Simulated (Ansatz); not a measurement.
# RbTiSi4: the cost of one run

Computed with Ansatz 0.2.0 (DFT PBE, scalar-relativistic, plane waves, PAW, unless a step's input says otherwise).

2 further runs of the same task are left out: 1 that didn't finish, 1 set aside as unsound or not needed.

## 1. The structure to begin with

It takes space group P6/mmm (No. 191, hexagonal). The conventional cell has a = 3.966 Å, b = 3.966 Å, c = 7.877 Å, α = 90.00°, β = 90.00°, γ = 120.00°. Around Rb (site symmetry 6/mmm) lie 12 Si at 2.97 Å. Ti (site symmetry 6/mmm) has 12 Si at 3.07 Å as nearest neighbours. Si (site symmetry 3m) is surrounded by 3 Si at 2.29 Å and 3 Rb at 2.97 Å and 3 Ti at 3.07 Å.

As a file:

```
CELL_PARAMETERS angstrom
3.96575 0.00000 0.00000
-1.98287 3.43444 0.00000
0.00000 0.00000 7.87707
ATOMIC_POSITIONS crystal
Rb 0.00000 0.00000 0.50000
Ti 0.00000 0.00000 0.00000
Si 0.33333 0.66667 0.74015
Si 0.66667 0.33333 0.74015
Si 0.33333 0.66667 0.25985
Si 0.66667 0.33333 0.25985
```

Recipe of the guess: Rb between sheets of the MB2-sandwich type, stage 1 (P6/mmm, No. 191). Lengths come from tabulated atomic sizes and are only a guess.

## 2. The guess as it stands, on a coarse mesh

input.yaml reads:

```yaml
crystal:
  lattice:
    - [3.96574941, 0.0, 0.0]
    - [-1.98287471, 3.43443974, 0.0]
    - [0.0, 0.0, 7.87706711]
  atoms:
    - { symbol: Rb, position: [0.0, 0.0, 0.5] }
    - { symbol: Ti, position: [0.0, 0.0, 0.0] }
    - { symbol: Si, position: [0.33333333, 0.66666667, 0.74015222] }
    - { symbol: Si, position: [0.66666667, 0.33333333, 0.74015222] }
    - { symbol: Si, position: [0.33333333, 0.66666667, 0.25984778] }
    - { symbol: Si, position: [0.66666667, 0.33333333, 0.25984778] }
basis:
  ecutwfc: 420
kpoints:
  mp_grid: { grid: [6, 6, 2] }
hamiltonian:
  xc: pbe
scf:
  occupations: { method: gaussian, width: 0.1 }
  lower_state_search: "off"
output:
  forces: true
  stress: true
  eigenvalues: true
```

Run with:

```console
> ansatz run input.yaml --threads 1 --pin off --max-ram 2048MiB --backend cpu --events-out ev --progress --plain --runs-dir out
```

Q: Estimate wall time and peak memory on 1 thread of Intel Xeon 6975P-C (Granite Rapids), shared host.

About 1.5 s, with a peak of 0.42 GiB.
